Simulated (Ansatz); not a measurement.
# ZrTi3Ge8: the cost of one run

Program: Ansatz 0.2.0. Level of theory: DFT PBE, scalar-relativistic, plane waves, PAW. These are calculated values, not measurements.

3 further runs of the same task are left out: 2 that didn't finish, 1 set aside as unsound or not needed. Runs told in other sessions of the task aren't counted.

## (1) The structure to begin with

It takes space group C222 (No. 21, orthorhombic). The conventional cell has a = 5.131 Å, b = 8.773 Å, c = 8.931 Å, α = 90.00°, β = 90.00°, γ = 90.00°. Zr (site symmetry 222) is surrounded by 10 Ge at 2.73 to 2.95 Å. Ti (site symmetry 2) has 10 Ge at 2.66 to 2.97 Å in its first shell of neighbours. Ti (site symmetry 222) has 10 Ge at 2.62 to 2.97 Å in its first shell of neighbours. Ge (site symmetry 1) is surrounded by 4 Ti at 2.62 to 2.97 Å and 5 Ge at 2.65 to 2.98 Å and 1 Zr at 2.73 Å. Ge (site symmetry 2) has 5 Ge at 2.65 to 2.97 Å and 5 Ti at 2.66 to 2.97 Å in its first shell of neighbours. Ge (site symmetry 2) has 2 Ti at 2.69 Å and 5 Ge at 2.71 to 2.96 Å and 3 Zr at 2.93 to 2.95 Å in its first shell of neighbours.

As a file:

```cif
data_structure
_symmetry_space_group_name_H-M 'C222'
_symmetry_Int_Tables_number 21
_cell_length_a 5.1311
_cell_length_b 8.7725
_cell_length_c 8.9312
_cell_angle_alpha 90.000
_cell_angle_beta 90.000
_cell_angle_gamma 90.000
_cell_volume 402.02
loop_
_atom_site_label
_atom_site_type_symbol
_atom_site_symmetry_multiplicity
_atom_site_Wyckoff_symbol
_atom_site_fract_x
_atom_site_fract_y
_atom_site_fract_z
_atom_site_occupancy
Zr1 Zr 2 b 0.50000 0.00000 0.00000 1
Ti1 Ti 4 k 0.25000 0.25000 0.74895 1
Ti2 Ti 2 d 0.00000 0.00000 0.50000 1
Ge1 Ge 8 l 0.24633 0.08304 0.25575 1
Ge2 Ge 4 h 0.50000 0.16943 0.50000 1
Ge3 Ge 4 g 0.50000 0.66623 0.00000 1
```

The start is the relaxed end of an invented cell (made as: elements ordered on the sites of the TiGe2 type, Ti/Zr on Ti (C222, No. 21)), taken up again for a closer look.

## (2) A first look at the guess

input.yaml reads:

```yaml
crystal:
  lattice:
    - [2.5655701, -4.3862732, 0.0]
    - [2.5655701, 4.3862732, 0.0]
    - [0.0, 0.0, 8.9312303]
  atoms:
    - { symbol: Zr, position: [0.5, 0.5, 0.0] }
    - { symbol: Ti, position: [0.0, 0.5, 0.748952] }
    - { symbol: Ti, position: [0.5, 0.0, 0.251048] }
    - { symbol: Ti, position: [0.0, 0.0, 0.5] }
    - { symbol: Ge, position: [0.163289, 0.329379, 0.255753] }
    - { symbol: Ge, position: [0.670621, 0.836711, 0.744247] }
    - { symbol: Ge, position: [0.330574, 0.669426, 0.5] }
    - { symbol: Ge, position: [0.833767, 0.166233, 0.0] }
    - { symbol: Ge, position: [0.669426, 0.330574, 0.5] }
    - { symbol: Ge, position: [0.166233, 0.833767, 0.0] }
    - { symbol: Ge, position: [0.836711, 0.670621, 0.255753] }
    - { symbol: Ge, position: [0.329379, 0.163289, 0.744247] }
basis:
  ecutwfc: 420
kpoints:
  mp_grid: { grid: [4, 4, 2] }
hamiltonian:
  xc: pbe
scf:
  occupations: { method: gaussian, width: 0.1 }
  lower_state_search: "off"
output:
  forces: true
  stress: true
  eigenvalues: true
```

Launch:

```bash
$ ansatz run input.yaml --threads 4 --pin off --max-ram 8192MiB --backend cpu --events-out ev --progress --plain --runs-dir out
```

What time and memory should one allow on 4 threads of Arm Neoverse N1, shared host?

About 9.2 s, with a peak of 0.79 GiB.
